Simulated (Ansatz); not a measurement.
## NbTe: single point with PBE

Crystal: NbTe.

```xyz
2
Lattice="3.4257 0.0000 0.0000 0.0000 3.4257 0.0000 0.0000 0.0000 3.4257" Properties=species:S:1:pos:R:3 pbc="T T T"
Nb    1.7128    1.7128    1.7128
Te    0.0000    0.0000    0.0000
```

The cell was built by a generator and needn't be a form met in nature.

| Item | Value |
| --- | --- |
| Program | Ansatz 0.2.0 |
| Task | single point |
| Functional | PBE |
| Potentials or basis | Ansatz PAW |
| Cutoff | 420 eV (not typed: the program's choice for these potentials) |
| k mesh | 8 × 8 × 8 |
| Occupations | gaussian, width 0.02 eV |
| Spin | no spin polarisation |

The pressure is -0.1 GPa and the band gap on the k mesh is none (metal or under the smearing width).

Levels at points of the mesh, in eV from the Fermi level:
```
              k point  band 11  band 12  band 13  band 14  band 15  band 16  band 17  band 18
   (0.00, 0.00, 0.00)    -2.65    -2.65    -1.21    -1.21    -1.21     1.07     1.07     1.07
  (0.00, 0.00, -0.50)    -7.81    -2.80    -2.80    -1.90     1.22     2.28     4.57     4.78
 (0.00, -0.50, -0.50)    -5.53    -5.53    -2.60    -0.35    -0.35     0.60     1.21     2.50
(-0.50, -0.50, -0.50)    -6.42    -6.42    -6.42     2.07     2.07     2.07     2.61     2.61
```

It took 1.3 s on 2 threads of Intel(R) Xeon(R) Processor @ 2.70GHz, with other jobs on the host, peak memory 0.34 GiB.

Spin-orbit coupling is left out, which matters for the levels of Te.
